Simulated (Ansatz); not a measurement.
**Si4+ (doublet): energies up the ladder**

Wanted for Si4+ (doublet): energies up the ladder. Charge +1. Spin multiplicity 2.

Method: the levels named in each step, in Ansatz 0.2.0.

## 1. The system as given

Bond lengths: Si1–Si2 2.292 Å, Si2–Si3 2.291 Å, Si1–Si4 2.292 Å, Si3–Si4 2.291 Å. Angles: Si1–Si2–Si3 67.7°, Si2–Si1–Si4 112.3°, Si2–Si3–Si4 112.3°, Si1–Si4–Si3 67.7°.

As a file:

```xyz
4

Si    0.5753    1.1375    0.0681
Si   -1.6823    0.8630   -0.2147
Si   -0.5752   -1.1375   -0.0681
Si    1.6819   -0.8638    0.2146
```

## 2. A rough first relaxation, PBE-D4/def2-SVP

File input.yaml:

```yaml
crystal:
  periodic: [false, false, false]
  atoms:
    - { symbol: Si, position_ang: [0.57526, 1.13751, 0.06807] }
    - { symbol: Si, position_ang: [-1.68225, 0.86303, -0.21467] }
    - { symbol: Si, position_ang: [-0.57519, -1.13754, -0.06806] }
    - { symbol: Si, position_ang: [1.68185, -0.86383, 0.21462] }
magnetization:
  spin_polarized: true
  initial_magnetization: 1
total_charge: 1
basis:
  gaussian: { orbitals: def2-SVP }
hamiltonian:
  xc: pbe
  dispersion: d4
relax:
  f_tol: 0.03
  max_steps: 200
```

The run is started by

```
$ ansatz run input.yaml --threads 4 --pin off --max-ram 10240MiB --backend cpu --events-out ev --progress --plain --runs-dir out
```

After this run come: Relaxation, PBE0-D4/def2-TZVPP; Frequencies, PBE0-D4/def2-TZVPP; Single point, PBE-D4/def2-TZVPP; Single point, r2SCAN-D4/def2-TZVPP; Single point, B3LYP-D4/def2-TZVPP; Single point, wB97M-V/def2-TZVPP; Single point, B2PLYP/def2-TZVPP; Single point, LDA/def2-TZVPP; Single point, PBE0-D4/def2-SVP; Single point, PBE-D4/def2-SVP; Single point, CCSD(T)/def2-TZVPP; Single point, CCSD(T)/def2-QZVPP.

Q: Predict the outcome of this session. Wanted: Si1–Si2 at PBE0-D4/def2-TZVPP; Si1–Si3 at PBE0-D4/def2-TZVPP; Si1–Si4 at PBE0-D4/def2-TZVPP; frequencies at PBE0-D4/def2-TZVPP; energy at CCSD(T)/CBS.

As calculated:

| quantity | value |
| --- | --- |
| Si1–Si2 at PBE0-D4/def2-TZVPP | 2.281 Å |
| Si1–Si3 at PBE0-D4/def2-TZVPP | 2.637 Å |
| Si1–Si4 at PBE0-D4/def2-TZVPP | 2.281 Å |
| frequencies at PBE0-D4/def2-TZVPP | 85 to 482 cm⁻¹ |
| energy at CCSD(T)/CBS | -31454.157 eV |

What this shows: No mode is imaginary, so the geometry is a minimum. These totals serve in differences with atoms or fragments at the same level; alone they don't rank the methods. A T1 diagnostic of 0.075 (charge +1) lies over the usual mark for one of the runs, a hint of some multireference character there. <S²> exceeds the pure value by up to 0.59: some mean fields break spin symmetry, which blurs their results.
